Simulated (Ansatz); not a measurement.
# BIr: an axial (c/a) deformation path

The task here is to estimate one member of a computed series from the others.

Program: Ansatz 0.2.0. Level of theory: DFT r2SCAN, scalar-relativistic, plane waves, PAW. These are calculated values, not measurements.

1 further run of the same task is left out (set aside as unsound or not needed).

### The starting structure

The structure is hexagonal, space group P-6m2 (No. 187). Conventional cell: a = 3.042 Å, b = 3.042 Å, c = 2.703 Å, α = 90.00°, β = 90.00°, γ = 120.00°. Around B (site symmetry -6m2) lie 6 Ir at 2.22 Å. Ir (site symmetry -6m2) has 6 B at 2.22 Å as nearest neighbours.

Coordinates:

```
CELL_PARAMETERS angstrom
3.04211 0.00000 0.00000
-1.52105 2.63454 0.00000
0.00000 0.00000 2.70297
ATOMIC_POSITIONS crystal
B 0.33333 0.66667 0.50000
Ir 0.00000 0.00000 0.00000
```

Source of the structure: the Materials Project (structure only).

Set-up of the first run:

Contents of input.yaml:

```yaml
crystal:
  lattice:
    - [3.0421080792, 0.0, 0.0]
    - [-1.5210540396, 2.6345428776, 0.0]
    - [0.0, 0.0, 2.70297231]
  atoms:
    - { symbol: B, position: [0.33333333, 0.66666667, 0.5] }
    - { symbol: Ir, position: [0.0, 0.0, 0.0] }
basis:
  ecutwfc: 500
kpoints:
  mp_grid: { grid: [6, 6, 6] }
hamiltonian:
  xc: r2scan
scf:
  occupations: { method: gaussian, width: 0.1 }
output:
  forces: true
  stress: true
  eigenvalues: true
```

Command:

```console
$ ansatz run input.yaml --threads 1 --pin off --max-ram 1228MiB --backend cpu --events-out ev --progress --plain --runs-dir out
```

Steps of the session up to this table: Quick check of gap, pressure and forces; The undisturbed cell; ρ = 0.850; Point ρ = 1.200; Point ρ = 0.920; ρ = 1.100; At ρ = 0.960.

One table of the session follows, with a row left open; its other results are not shown here.

| ρ | ΔE (meV/atom) | pressure (GPa) |
| --- | --- | --- |
| 0.850 | 337.2 | 19.6 |
| 0.920 | 87.2 | 6.3 |
| 0.960 | 20.6 | 1.3 |
| 1.000 | 0.0 | -2.2 |
| 1.100 | ? | ? |
| 1.200 | 141.3 | -7.5 |

Estimate the missing values for ρ = 1.100.

Worked estimate for «ΔE (meV/atom)». A straight line through the neighbours (1.000, 0.0) and (1.200, 141.3) gives 0.0 + (141.3 − 0.0) × (1.100 − 1.000) / (1.200 − 1.000) = 70.7; a parabola fitted to 3 rows on both sides gives 19.8.

**Answer.** ΔE (meV/atom): 81.0; pressure (GPa): -5.9. In «ΔE (meV/atom)» the line misses by -10.3 and the parabola by -61.2.
